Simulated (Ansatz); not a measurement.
The system is NbTe.

```xyz
2
Lattice="3.7030 0.0000 0.0000 -1.8515 3.2069 0.0000 0.0000 0.0000 3.6942" Properties=species:S:1:pos:R:3 pbc="T T T"
Te    1.8515    1.0690    0.0000
Nb    0.0000    0.0000    1.8471
```

The cell comes from a database or a generator and needn't be the stable form of this composition.

```yaml
Program: Ansatz 0.2.0
Task: relaxation of cell and atoms
Functional: PBEsol
Dispersion: D3(BJ)-ATM
Potentials_or_basis: Ansatz PAW
Cutoff: "420 eV (not typed: the program's choice for these potentials)"
k_mesh: 8 × 8 × 7
Occupations: fermi-dirac, width 0.05 eV
Spin: no spin polarisation
```

At the start: volume 21.93 Å³/atom.

Where does the relaxation end?

It ends after 6 steps and the volume is 20.28 Å³/atom (-7.5 %); space group P-6m2 (No. 187, to 0.05 Å).

Step by step:
```
step  energy change (eV)  largest force (eV/Å)  volume (Å³)
   1              0.0000                0.0000        43.87
   2             -0.0100                0.0000        38.02
   3             -0.0997                0.0000        40.85
   4             -0.1019                0.0000        40.70
   5             -0.1024                0.0000        40.57
   6             -0.1017                0.0000        40.57
```

Final structure:
```cif
data_structure
_symmetry_space_group_name_H-M 'P 1'
_symmetry_Int_Tables_number 1
_cell_length_a 3.5788
_cell_length_b 3.5788
_cell_length_c 3.6576
_cell_angle_alpha 90.000
_cell_angle_beta 90.000
_cell_angle_gamma 120.000
_cell_volume 40.57
loop_
_atom_site_label
_atom_site_type_symbol
_atom_site_fract_x
_atom_site_fract_y
_atom_site_fract_z
_atom_site_occupancy
Te1 Te 0.66667 0.33333 0.00000 1
Nb1 Nb 0.00000 0.00000 0.50000 1
```

Caveat: the plane-wave basis is chosen anew once the cell has moved, so the energies of steps on either side of that aren't comparable; pairwise dispersion overbinds metals, which lowers pressure and volume; the PAW data sets come from PBE, with cores solved anew for the run's functional, which leaves a small shift of forces and pressure.
